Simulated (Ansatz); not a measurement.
# BH3IO: the cost of one run

Method: PBE-D4/def2-SVP; program: Ansatz 0.2.0, Gaussian basis.

1 further run of the same task is left out (it didn't finish).

## 1. Where the work starts

SMILES `[OH2+]BI`, 6 atoms, charge 1, spin multiplicity 1.

Atoms are counted from 1 here; the program's logs count them from 0.

Bond lengths: O1–B2 1.415 Å, O1–H4 0.979 Å, O1–H5 0.975 Å, B2–I3 2.060 Å, B2–H6 1.166 Å. Angles: B2–O1–H4 121.7°, B2–O1–H5 123.1°, H4–O1–H5 115.2°, O1–B2–I3 117.3°, O1–B2–H6 116.3°, I3–B2–H6 126.5°.

Geometry (Å):

```xyz
6
BH3IO
O    -0.61628   -0.39902    0.28580
B     0.62437    0.14918   -0.11860
I     0.57093    1.86037   -1.26350
H    -1.46710    0.01356    0.03300
H    -0.69083   -1.20483    0.82949
H     1.57892   -0.41926    0.23381
```

## 2. The run

Contents of md/in.yaml:

```yaml
crystal:
  periodic: [false, false, false]
  atoms:
    - {symbol: O, position_ang: [-0.616280, -0.399020, 0.285800]}
    - {symbol: B, position_ang: [0.624370, 0.149180, -0.118600]}
    - {symbol: I, position_ang: [0.570930, 1.860370, -1.263500]}
    - {symbol: H, position_ang: [-1.467100, 0.013560, 0.033000]}
    - {symbol: H, position_ang: [-0.690830, -1.204830, 0.829490]}
    - {symbol: H, position_ang: [1.578920, -0.419260, 0.233810]}
basis:
  gaussian: {orbitals: def2-SVP}
total_charge: 1
hamiltonian: {xc: pbe, dispersion: d4}
md: {n_steps: 40, timestep: 0.25, temperature: 1500, ensemble: nvt_langevin, seed: 658, friction: 0.05, initial_velocities: maxwell_boltzmann}
```

On the command line:

```sh
> ansatz run in.yaml --threads 2 --pin off --events-out ev --progress --plain --max-ram 3481MiB
```

What time and memory should one allow on 2 threads of Arm Neoverse V1, shared host?

About 35 s, with a peak of 0.12 GiB.
